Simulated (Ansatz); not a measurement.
# C2H3ClGe: how energies converge with the basis set

The task here is to estimate one member of a computed series from the others.

Computed with Ansatz 0.2.0, Gaussian basis. Level: one geometry, several basis sets.

Levels to be run: PBE0-D4/def2-SVP; ωB97M-V/def2-SVP; PBE0-D4/def2-QZVPP; ωB97M-V/def2-QZVPP; the functionals' def2-TZVPP values are taken from earlier runs.

## The relaxed structure

An earlier PBE0-D4 in a triple-zeta def2 set relaxation fixed the geometry.

SMILES `C#[C][GeH2][Cl]`, 7 atoms, charge 0, spin multiplicity 1.

Atoms are counted from 1 here; the program's logs count them from 0.

Bond lengths: C1–C2 1.204 Å, C1–H5 1.066 Å, C2–Ge3 1.891 Å, Ge3–Cl4 2.150 Å, Ge3–H6 1.529 Å, Ge3–H7 1.529 Å. Angles: C2–C1–H5 179.7°, C1–C2–Ge3 179.2°, C2–Ge3–Cl4 107.9°, C2–Ge3–H6 110.3°, C2–Ge3–H7 110.3°, Cl4–Ge3–H6 107.4°, Cl4–Ge3–H7 107.4°, H6–Ge3–H7 113.3°.

As a file:

```
C     1.2071   -1.4776    0.7425
C     0.5327   -0.5742    0.3187
Ge   -0.5090    0.8603   -0.3384
Cl   -2.2372    0.0305   -1.3127
H     1.8004   -2.2811    1.1155
H    -1.0082    1.7272    0.8185
H     0.2753    1.6468   -1.3897
```

Set-up of the first run:

Input file in.yaml:

```yaml
crystal:
  periodic: [false, false, false]
  atoms:
    - {symbol: C, position_ang: [1.207128, -1.477604, 0.742451]}
    - {symbol: C, position_ang: [0.532663, -0.574165, 0.318736]}
    - {symbol: Ge, position_ang: [-0.508966, 0.860252, -0.338412]}
    - {symbol: Cl, position_ang: [-2.237205, 0.030507, -1.312735]}
    - {symbol: H, position_ang: [1.800439, -2.281102, 1.115519]}
    - {symbol: H, position_ang: [-1.008198, 1.727170, 0.818451]}
    - {symbol: H, position_ang: [0.275339, 1.646843, -1.389710]}
basis:
  gaussian: {orbitals: def2-SVP}
hamiltonian: {xc: pbe0, dispersion: d4}
output: {orbitals: {seedname: orbitals}}
```

Among the steps run: PBE0-D4 in def2-SVP; ωB97M-V in def2-SVP; PBE0-D4 in def2-QZVPP; ωB97M-V in def2-QZVPP.

One of the session's tables, all rows but one given; the rest of the session is left out.

It belongs to the step «Functionals by basis». 

| functional | basis | HOMO (eV) |
| --- | --- | --- |
| PBE0-D4 | def2-SVP | -8.43 |
| PBE0-D4 | def2-TZVPP | -8.51 |
| PBE0-D4 | def2-QZVPP | -8.52 |
| ωB97M-V | def2-SVP | -10.62 |
| ωB97M-V | def2-TZVPP | -10.74 |
| ωB97M-V | def2-QZVPP | ? |

**Question.** Estimate the row for ωB97M-V, def2-QZVPP.

As computed: HOMO (eV): -10.76. In the column «HOMO (eV)» it is the lowest.
